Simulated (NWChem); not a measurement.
# One shape, several levels: BH3O3 (boric acid)

We compute a comparison of 3 runs (PBE/def2-SVPD, SVWN5/def2-SVPD, CCSD(T)/def2-SVPD) of BH3O3 (boric acid). 

The results are computed with NWChem 7.3.0.

**1. Starting point**

BH3O3: 7 atoms, total charge 0, spin state singlet. SMILES: `OB(O)O`. The coordinates come from a PBE0-D4/def2-TZVP relaxation. This is a higher conformer, about 20 kJ/mol above the lowest found by a separate search.

Bond lengths: O1–B2 1.367 Å, B2–O3 1.360 Å, B2–O4 1.376 Å, O1–H5 0.957 Å, O3–H6 0.959 Å, O4–H7 0.957 Å. Angles: O1–B2–O3 116.5°, O1–B2–O4 125.2°, O3–B2–O4 118.3°, B2–O1–H5 115.3°, B2–O3–H6 111.6°, B2–O4–H7 115.8°.

**2. Energy and forces at PBE/def2-SVPD (run 1)**

The input, job.nw:

```
start job
memory stack 880 mb heap 220 mb global 1100 mb
geometry units atomic noautosym nocenter noautoz
   O     -2.09702908     1.51669419     0.60830284
   B     -0.02305466    -0.01285014     0.43218036
   O      0.94713073    -0.88684847     2.64580555
   O      1.13515848    -0.72055257    -1.78654708
   H     -2.75408685     2.11384764    -0.96659491
   H      2.39390505    -1.94301640     2.37066142
   H      0.39778735    -0.06746322    -3.30380818
end
basis spherical bse
   * library def2-SVPD
end
dft
   xc xpbe96 cpbe96
   mult 1
   grid fine
   convergence energy 1e-08
   iterations 100
   mulliken
   print low
end
task dft gradient
```

On the command line:

```sh
$ nwchem job.nw > job.out
```

What it wrote:

```text
[...]
 d= 0,ls=0.0,diis     1   -251.9200069373 -3.68D+02  1.91D-02  1.12D+00     2.2
[...]
 d= 0,ls=0.0,diis    11   -252.0472237013 -1.84D-10  1.58D-07  8.56D-10    20.5
         Total DFT energy =     -252.047223701347
      One electron energy =     -576.286540603654
           Coulomb energy =      238.734121971770
    Exchange-Corr. energy =      -30.724439611736
 Nuclear repulsion energy =      116.229634542273
[...]
                         DFT ENERGY GRADIENTS
    atom               coordinates                        gradient
                 x          y          z           x          y          z
   1 O      -2.097029   1.516694   0.608303    0.003827  -0.002163  -0.009845
   2 B      -0.023055  -0.012850   0.432180    0.000204  -0.000171   0.000193
   3 O       0.947131  -0.886848   2.645806    0.004686  -0.002788  -0.010046
   4 O       1.135158  -0.720553  -1.786547   -0.008405   0.006322  -0.001061
   5 H      -2.754087   2.113848  -0.966595    0.005114  -0.004462   0.009578
   6 H       2.393905  -1.943016   2.370661   -0.009430   0.006965   0.000657
   7 H       0.397787  -0.067463  -3.303808    0.004003  -0.003703   0.010523
 Task  times  cpu:       25.6s     wall:       25.6s
 Total times  cpu:       25.7s     wall:       25.7s
```

It took 27 s on 1 thread of Intel Xeon Platinum 8488C (Sapphire Rapids), shared host; peak memory 0.12 GiB.

**3. Energy and gradient at SVWN5/def2-SVPD (run 2)**

The input, bh3o3.nw:

```
start bh3o3
title "BH3O3 gradient"
memory 2200 mb

geometry noautosym nocenter noautoz
 O    -1.109700    0.802600    0.321900
 B    -0.012200   -0.006800    0.228700
 O     0.501200   -0.469300    1.400100
 O     0.600700   -0.381300   -0.945400
 H    -1.457400    1.118600   -0.511500
 H     1.266800   -1.028200    1.254500
 H     0.210500   -0.035700   -1.748300
end

basis spherical bse
 * library def2-SVPD
end

dft
 xc slater vwn_5
 grid fine
 convergence energy 1e-08
 iterations 100
 mulliken
end

task dft gradient
```

On the command line:

```sh
$ nwchem bh3o3.nw > bh3o3.out
```

What it wrote:

```text
[...]
          Wavefunction type:  closed shell.
          No. of atoms     :     7
          No. of electrons :    32
[...]
          Charge           :     0
          Spin multiplicity:     1
[...]
          AO basis - number of functions:   113
[...]
              XC Information
              --------------
                        Slater Exchange Functional  1.000 local
                      VWN V Correlation Functional  1.000 local
[...]
 d= 0,ls=0.0,diis     1   -250.3070261278 -3.67D+02  2.17D-02  1.50D+00     1.6
[...]
 d= 0,ls=0.0,diis    11   -250.4429332067 -3.13D-10  1.98D-07  1.30D-09    14.1
         Total DFT energy =     -250.442933206669
      One electron energy =     -576.155571624817
           Coulomb energy =      238.551751955612
    Exchange-Corr. energy =      -29.068756430744
 Nuclear repulsion energy =      116.229642893280
[...]
  wavefunction    = closed shell
                         DFT ENERGY GRADIENTS
    atom               coordinates                        gradient
                 x          y          z           x          y          z
   1 O      -2.097029   1.516694   0.608303   -0.008271   0.006802  -0.009452
   2 B      -0.023055  -0.012850   0.432180   -0.000038   0.000223  -0.002899
   3 O       0.947131  -0.886848   2.645805    0.011340  -0.008569   0.002040
   4 O       1.135158  -0.720553  -1.786547   -0.002600   0.002938  -0.014537
   5 H      -2.754087   2.113847  -0.966595    0.006375  -0.005516   0.011275
   6 H       2.393905  -1.943016   2.370661   -0.011343   0.008367   0.000945
   7 H       0.397787  -0.067463  -3.303808    0.004538  -0.004246   0.012628
[...]
```

Run time: 20 s. Hardware: 1 thread of Intel Xeon Platinum 8488C (Sapphire Rapids), shared host; peak memory 0.11 GiB.

**4. A single-point energy at CCSD(T)/def2-SVPD (run 3)**

The input, sp.nw:

```
start sp
title "BH3O3"
memory 2200 mb
geometry units angstrom noautosym nocenter noautoz
 O    -1.109700    0.802600    0.321900
 B    -0.012200   -0.006800    0.228700
 O     0.501200   -0.469300    1.400100
 O     0.600700   -0.381300   -0.945400
 H    -1.457400    1.118600   -0.511500
 H     1.266800   -1.028200    1.254500
 H     0.210500   -0.035700   -1.748300
end
basis spherical bse
 O library def2-SVPD
 B library def2-SVPD
 H library def2-SVPD
end
scf
 thresh 1e-08
 maxiter 80
 print medium
end
ccsd
 freeze core 4
 maxiter 60
end
task ccsd(t) energy
```

On the command line:

```sh
$ nwchem sp.nw > sp.out
```

What it wrote:

```text
[...]
  functions       =   113
[...]
  wavefunction    = RHF
[...]
         Total SCF energy =   -251.016998095086
      One-electron energy =   -576.286245061984
      Two-electron energy =    209.039604073618
 Nuclear repulsion energy =    116.229642893280
        Time for solution =     17.4s
[...]
 Total MP2 energy:           -251.687159543543601
[...]
             energy      energy      error      ampl     ampl      Block
                                                time     time      time
[...]
 Total CCSD energy:           -251.702811923192570
[...]
 Total CCSD+T(CCSD) energy:           -251.722851964773298
[...]
 Total CCSD(T) energy:                -251.721354260237604
[...]
```

Run time: 4 min. Hardware: 1 thread of Intel Xeon Platinum 8488C (Sapphire Rapids), shared host; peak memory 0.44 GiB.

**5. All runs side by side**

| run | level | task | integration grid | energy (Eh) | largest force (eV/Å) | wall time |
| --- | --- | --- | --- | --- | --- | --- |
| 1 | PBE/def2-SVPD | gradient | fine | -252.047224 | 0.609 | 27 s |
| 2 | SVWN5/def2-SVPD | gradient | fine | -250.442933 | 0.774 | 20 s |
| 3 | CCSD(T)/def2-SVPD | energy | – | -251.721354 | – | 4 min |

**6. Results**

| quantity | value |
| --- | --- |
| run 3: total energy | -251.72135 Eh |
| run 3: HOMO energy (Hartree–Fock orbitals) | -13.77 eV |
| run 3: LUMO energy (Hartree–Fock orbitals) | 1.32 eV |
| run 3: HOMO–LUMO gap (Hartree–Fock orbitals) | 15.09 eV |
| run 3: correlation energy (4 core orbitals frozen) | -704.4 mEh |
| run 3: (T) correction | -18.54 mEh |

Totals of different functionals can't be ranked against each other. All runs together took 4.8 min, the longest 4 min.
